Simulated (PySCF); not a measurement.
# Cl4OTa (Ta(O)(Cl)4-): the cost of one run

Method: BP86, Ta def2-SVP with ECP60, O def2-SVP, Cl def2-SVP; scalar-relativistic core potentials, no spin–orbit coupling; program: PySCF 2.14.0.

4 further runs of the same task are left out: 2 for a known fault of the program, 2 that didn't finish.

### Step 1. Where the work starts

6 atoms, charge -1, spin multiplicity 1.

Bond lengths: Ta1–O2 1.759 Å, Ta1–Cl3 2.539 Å, Ta1–Cl4 2.371 Å, Ta1–Cl5 2.371 Å, Ta1–Cl6 2.371 Å. Angles: O2–Ta1–Cl3 180.0°, O2–Ta1–Cl4 93.1°, O2–Ta1–Cl5 93.1°, O2–Ta1–Cl6 93.1°, Cl3–Ta1–Cl4 86.9°, Cl3–Ta1–Cl5 86.9°, Cl3–Ta1–Cl6 86.9°, Cl4–Ta1–Cl5 119.7°, Cl4–Ta1–Cl6 119.7°, Cl5–Ta1–Cl6 119.7°.

Geometry (Å):

```xyz
6
Cl4OTa
Ta    0.0000    0.0000    0.2347
O     0.0000    0.0000    1.9941
Cl    0.0000    0.0000   -2.3039
Cl    2.3675    0.0000    0.1079
Cl   -1.1838    2.0503    0.1079
Cl   -1.1838   -2.0503    0.1079
```

Formal oxidation states: Ta +5. An earlier session relaxed this geometry at BP86, Ta def2-SVP with ECP60, O def2-SVP, Cl def2-SVP (singlet, point group C3v).

Its energy there is -1973.101076 Eh.

### Step 2. Multiplicity 3 at the relaxed geometry

run.py (the lines that set the calculation)

```python
mol = gto.M(atom='''
Ta     0.00000     0.00000     0.23469
O      0.00000     0.00000     1.99410
Cl     0.00000     0.00000    -2.30392
Cl     2.36754     0.00000     0.10789
Cl    -1.18377     2.05035     0.10789
Cl    -1.18377    -2.05035     0.10789''',
    basis={'Ta': 'def2-SVP', 'O': 'def2-SVP', 'Cl': 'def2-SVP'},
    ecp={'Ta': 'def2-SVP'},
    charge=-1, spin=2)
mf = dft.UKS(mol, xc='B88,P86')
mf.grids.atom_grid = (50, 194)
mf = mf.density_fit()  # fitting sets: Ta def2-universal-JKFIT, O def2-universal-JKFIT, Cl def2-universal-JKFIT
mf.conv_tol = 1e-08; mf.max_cycle = 55
mf.kernel(dm0)  # dm0: free metal ions and neutral atoms
```

Launch:

```sh
> OMP_NUM_THREADS=2 python run.py
```

**Question.** How long does this run take on 2 threads of Arm Neoverse V1, shared host?

About 90 s.
